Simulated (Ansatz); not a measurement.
**GaLi (singlet): from Hartree-Fock to the top rungs at distance Ga1–Li2 = 2.876 Å, aug-cc-pVTZ**

An exercise on one series of results from a longer session: the logs are not shown, and one member is left open.

Program: Ansatz 0.2.0, Gaussian basis. Level of theory: aug-cc-pVTZ, core rule «outside noble gas», up to 15 orbitals frozen. These are calculated values, not measurements.

The runs, in order: UHF; CCSD(T) on RHF; CCSD(T) on UHF; BCCD(T) on RHF; CCSDT(Q) on RHF; CCSDT(Q) on UHF; Full CI.

42 further runs of the same task are left out: 18 for a known fault of the program, 2 for a mislabelled method, 15 that didn't finish, 7 set aside as unsound or not needed.

### What is computed

The geometry derives from a PBE0/def2-TZVP stationary point (not a proven minimum). One bond is set to the value named and the two fragments are kept rigid. No spin-orbit coupling is included. The filled d shell of Ga may be among the frozen orbitals whatever the setting's name suggests; the logs give the count.

2 atoms, charge 0, spin multiplicity 1.

Atoms are counted from 1 here; the program's logs count them from 0.

No contacts short enough for the rule that draws bonds.

Coordinates:

```
Ga    0.0000    0.0000    0.0000
Li    0.0000    0.0000    2.8760
```

The first run:

The input, in.yaml:

```yaml
crystal:
  periodic: [false, false, false]
  atoms:
    - {symbol: Ga, position_ang: [0.000000, 0.000000, 0.000000]}
    - {symbol: Li, position_ang: [0.000000, 0.000000, 2.876000]}
basis:
  gaussian: {orbitals: aug-cc-pVTZ}
magnetization: {spin_polarized: true, initial_magnetization: 0}
hamiltonian: {xc: hf}
output: {orbitals: {seedname: orbitals}}
```

On the command line:

```bash
> ansatz run in.yaml --threads 1 --pin off --events-out ev --progress --plain --max-ram 2393MiB
```

Among the steps run: UHF; CCSD(T) on RHF; CCSD(T) on UHF; BCCD(T) on RHF; CCSDT(Q) on RHF; CCSDT(Q) on UHF; Full CI.

One of the session's tables, all rows but one given; the rest of the session is left out.

| method | from FCI (kJ/mol) |
| --- | --- |
| RHF | +215.8 |
| UHF | +188.1 |
| RMP2 | +60.8 |
| UMP2 | +69.9 |
| RCCSD | +9.2 |
| UCCSD | ? |
| RCCSD(T) | +2.3 |
| UCCSD(T) | +3.4 |
| BCCD(T) | +2.3 |
| RCCSDT | +0.8 |
| UCCSDT | +1.3 |
| RCCSDT(Q) | +0.2 |
| UCCSDT(Q) | +0.6 |
| FCI | 0 |

**Question.** Estimate the row for UCCSD.

**Answer.** from FCI (kJ/mol): +11.7. In the column «from FCI (kJ/mol)» it lies between RCCSD (+9.2) and RMP2 (+60.8).

Limits of these values: The determinant is far from a pure spin state, so its energy mixes those of several spin states (harmless only where they are near-degenerate, as at dissociation). Restricted and unrestricted rows rest on different reference determinants; where their highest levels disagree by more than a few hundredths of an eV, they describe different states and don't form one ladder.
